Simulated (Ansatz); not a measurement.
# La3In2Ge7: from the start to rest

Aim: in La3In2Ge7, a borrowed structure type, volume estimated, relax the atoms in a fixed cell, then read levels, charges and fields where it ends.

All numbers below are computed with Ansatz 0.2.0 (DFT, PBE, no spin polarisation, plane waves, PAW).

**1. The structure**

It takes space group Cmmm (No. 65, orthorhombic). Conventional cell: a = 4.438 Å, b = 26.685 Å, c = 4.447 Å, α = 90.00°, β = 90.00°, γ = 90.00°. La (site symmetry m2m) is surrounded by 10 Ge at 3.26 to 3.43 Å and 4 In at 3.48 Å. Around Ge (site symmetry m2m) lie 2 In at 2.44 Å. La (site symmetry mmm) has 12 Ge at 3.14 to 3.28 Å and 2 In at 3.42 Å as nearest neighbours. Around Ge (site symmetry mmm) lie 4 La at 3.14 Å and 8 Ge at 3.28 to 3.29 Å. Ge (site symmetry m2m) is surrounded by 1 In at 2.39 Å.

As a file:

```
CELL_PARAMETERS angstrom
4.43781 0.00000 0.00000
2.21890 -13.34243 0.00000
0.00000 0.00000 -4.44747
ATOMIC_POSITIONS crystal
La 0.18450 0.63100 0.00000
La 0.81550 0.36900 0.00000
Ge 0.09070 0.81860 0.50000
Ge 0.90930 0.18140 0.50000
La 0.50000 0.00000 0.50000
Ge 0.00000 0.00000 0.00000
Ge 0.28220 0.43560 0.50000
Ge 0.71780 0.56440 0.50000
Ge 0.40950 0.18100 0.00000
Ge 0.59050 0.81900 0.00000
In 0.37170 0.25660 0.50000
In 0.62830 0.74340 0.50000
```

It starts from an earlier solution of the starting cell (checkpoint.read).

**2. The relaxation**

Contents of input.yaml:

```yaml
crystal:
  lattice:
    - [4.437807, 0.0, 0.0]
    - [2.218903, -13.342426, 0.0]
    - [0.0, 0.0, -4.447475]
  atoms:
    - { symbol: La, position: [0.1845, 0.631, 0.0] }
    - { symbol: La, position: [0.8155, 0.369, 0.0] }
    - { symbol: Ge, position: [0.0907, 0.8186, 0.5] }
    - { symbol: Ge, position: [0.9093, 0.1814, 0.5] }
    - { symbol: La, position: [0.5, 0.0, 0.5] }
    - { symbol: Ge, position: [0.0, 0.0, 0.0] }
    - { symbol: Ge, position: [0.2822, 0.4356, 0.5] }
    - { symbol: Ge, position: [0.7178, 0.5644, 0.5] }
    - { symbol: Ge, position: [0.4095, 0.181, 0.0] }
    - { symbol: Ge, position: [0.5905, 0.819, 0.0] }
    - { symbol: In, position: [0.3717, 0.2566, 0.5] }
    - { symbol: In, position: [0.6283, 0.7434, 0.5] }
  symmetry: { tolerance: 0.0003 }
kpoints:
  mp_grid: { grid: [4, 4, 4], shift: [0, 0, 0] }
magnetization:
  spin_polarized: false
scf:
  occupations: { method: fermi_dirac }
  lower_state_search: "off"
hamiltonian:
  pseudopotentials: { kind: paw }
  xc: pbe
basis:
  ecutwfc: 420
  fft_grid_basis: typed
relax:
  max_steps: 40
output:
  forces: true
  stress: true
  eigenvalues: true
  bader: false
  populations: true
  elf: true
  write_potential: true
  volumetric_format: npy
  dos:
    e_range: [-12, 8]
    de: 0.05
    projected: { site_lists: { Ge: [Ge], In: [In], La: [La] } }
  write_density: true
checkpoint:
  read: saved_state
```

Launch:

```sh
ansatz run input.yaml --threads 2 --pin off --max-ram 3584MiB --backend cpu --events-out ev --progress --plain --runs-dir out
```

**Question.** What will these runs give? Wanted: moves; energy gained; largest move; pressure left in the fixed cell; character.

The runs gave:

| quantity | value |
| --- | --- |
| moves | 5 |
| energy gained | 259.2 meV/atom |
| largest move | 0.33 Å (Ge) |
| space group (0.01 Å), before / after | Cmmm / Cmmm |
| pressure left in the fixed cell | 8.5 GPa |
| character | metal |
| density of states, mean within 0.25 eV of the Fermi level | 6.9 per eV per cell |

**Reading.** In the fixed cell the largest move of an atom is 0.33 Å; the energy fell by 259.2 meV per atom. The fixed cell still holds a mean pressure of 8.5 GPa, so it would expand if let free. The run held to 8 symmetry operations, so a lower structure without them is not ruled out. It is a metal; within 0.25 eV of the Fermi level the density of states averages 6.9 per eV per cell, mostly Ge p (35 %) and La d (30 %).

Limits of this run: the k mesh is coarse if the cell is a metal; the SCF threshold is loose for a stress.
